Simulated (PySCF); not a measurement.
# SiSBr₂: structure of the singlet

Aim: relax SiSBr₂ as a singlet from a trigonal planar start, check by its vibrations whether the end is a minimum, and collect its spectrum and constants.

Program: PySCF 2.14.0. Level of theory: PBE, basis Si def2-SVP, S def2-SVP, Br def2-SVP, no relativity, density fitting. These are calculated values, not measurements.

### Step 1. The starting structure

4 atoms, charge 0, spin multiplicity 1.

Bond lengths: Si1–S2 2.010 Å, Si1–Br3 2.300 Å, Si1–Br4 2.300 Å. Angles: S2–Si1–Br3 120.0°, S2–Si1–Br4 120.0°, Br3–Si1–Br4 120.0°.

```xyz
4
charge 0 multiplicity 1
Si   -0.2692   -0.4662    0.0000
S    -1.2742   -2.2069    0.0000
Br    2.0308   -0.4663    0.0000
Br   -1.4192    1.5257    0.0000
```

### Step 2. Relaxing the singlet from the trigonal planar start

One driver script runs all steps and calls PySCF; scf.py shows how it sets up the SCF of each step. The optimiser is the driver's own. Before each start the driver seeks the lowest SCF state from one or more starting densities and follows internal instabilities, so scf.py alone need not reach the same state.

The program finds C2v symmetry in the start, which this walk keeps.

scf.py reads:

```python
from pyscf import gto, scf, dft
mol = gto.M(atom='''
Si    -0.269198    -0.466246    -0.000000
S     -1.274224    -2.206931    -0.000000
Br     2.030820    -0.466276     0.000000
Br    -1.419163     1.525653     0.000000''',
    basis={'Si': 'def2-SVP', 'S': 'def2-SVP', 'Br': 'def2-SVP'},
    charge=0, spin=0)
mf = dft.RKS(mol, xc='PBE')
mf.grids.atom_grid = (50, 194)
aux = {'Si': 'def2-universal-JKFIT', 'S': 'def2-universal-JKFIT', 'Br': 'def2-universal-JKFIT'}
mf = mf.density_fit(auxbasis=aux)
mf.kernel()
```

Further steps of the session: Frequencies.

Before running it: what results should come out? Wanted: minimum; geometry; wavenumbers; dipole moment; highest occupied, lowest empty level; polar-tensor charge of Si1; zero-point energy; atomisation energy.

**Answer**, as computed:

| quantity | value |
| --- | --- |
| minimum | singlet, C2v |
| geometry | Si–Br 2.216 Å (×2), Si–S 1.957 Å; Br–Si–Br 107.4°, Br–Si–S 126.3° (×2) |
| wavenumbers (cm⁻¹) | 121 (a1), 142 (b2), 199 (b1), 304 (a1), 478 (b2), 760 (a1) |
| dipole moment | 1.78 D |
| highest occupied, lowest empty level | -6.35, -3.07 eV |
| polar-tensor charge of Si1 | +1.26 e |
| zero-point energy | 12.0 kJ/mol |
| entropy at 298.15 K | 339.5 J/(mol K) |
| atomisation energy (no zero-point energy) | 1151 kJ/mol |

**Reading.** The trigonal planar start keeps its C2v symmetry and ends in a minimum. In the infrared the band at 478 cm⁻¹ (b2) leads. Only this shape and spin were tried, so other structures or states may lie lower.
